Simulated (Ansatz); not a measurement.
# HfSi (septet): wave-function methods side by side, def2-SVP

An exercise on one series of results from a longer session: the logs are not shown, and one member is left open.

The runs use Ansatz 0.2.0, Gaussian basis; def2-SVP, core rule «outside noble gas», up to 9 orbitals frozen.

The runs, in order: UHF; CCSD(T) on ROHF; CCSD(T) on UHF; CISD as a restricted active space (open shells left free, so some higher excitations enter); CCSDT(Q) on ROHF; CCSDT(Q) on UHF.

25 further runs of the same task are left out: 11 for a known fault of the program, 7 that didn't finish, 7 set aside as unsound or not needed. Runs told in other sessions of the task aren't counted.

## The system

The geometry is a PBE0/def2-TZVP stationary point (not a proven minimum) of the parent state, kept for this charge and spin. No spin-orbit coupling is included. Elements past krypton take def2 core potentials.

2 atoms, charge 0, spin multiplicity 7.

Atoms are counted from 1 here; the program's logs count them from 0.

Bond lengths: Hf1–Si2 2.547 Å.

Set-up of the first run:

in.yaml reads:

```yaml
crystal:
  periodic: [false, false, false]
  atoms:
    - {symbol: Hf, position_ang: [0.000000, 0.000000, 0.000000]}
    - {symbol: Si, position_ang: [0.000000, 0.000000, 2.547000]}
basis:
  gaussian: {orbitals: def2-SVP}
magnetization: {spin_polarized: true, initial_magnetization: 6}
hamiltonian: {xc: hf}
output: {orbitals: {seedname: orbitals}}
```

On the command line:

```
$ ansatz run in.yaml --threads 1 --pin off --events-out ev --progress --plain --max-ram 2393MiB
```

Among the steps run: UHF; CCSD(T) on ROHF; CCSD(T) on UHF; CISD as a restricted active space (open shells left free, so some higher excitations enter); CCSDT(Q) on ROHF; CCSDT(Q) on UHF.

One table of the session follows, with a row left open; its other results are not shown here.

| method | from RCCSDT(Q) (meV) |
| --- | --- |
| ROHF | +2982.9 |
| UHF | ? |
| RMP2 | +725.8 |
| UMP2 | +655.1 |
| RCCSD | +140.1 |
| UCCSD | +66.1 |
| RCCSD(T) | +33.5 |
| UCCSD(T) | -38.9 |
| RCCSDT | +5.9 |
| UCCSDT | -66.3 |
| RCCSDT(Q) | 0 |
| UCCSDT(Q) | -73.2 |

Estimate the missing values for UHF.

As computed: from RCCSDT(Q) (meV): +2891.9. In the column «from RCCSDT(Q) (meV)» it lies between RMP2 (+725.8) and ROHF (+2982.9).

Not comparable, so not listed: CISD as a restricted active space (open shells left free, so some higher excitations enter) (they don't share determinant, frozen orbitals or solution with the rows shown, or repeat one).

To keep in mind: Restricted and unrestricted rows rest on different reference determinants; a gap between their highest levels can come from leftover correlation error, from unlike frozen cores or from another state.
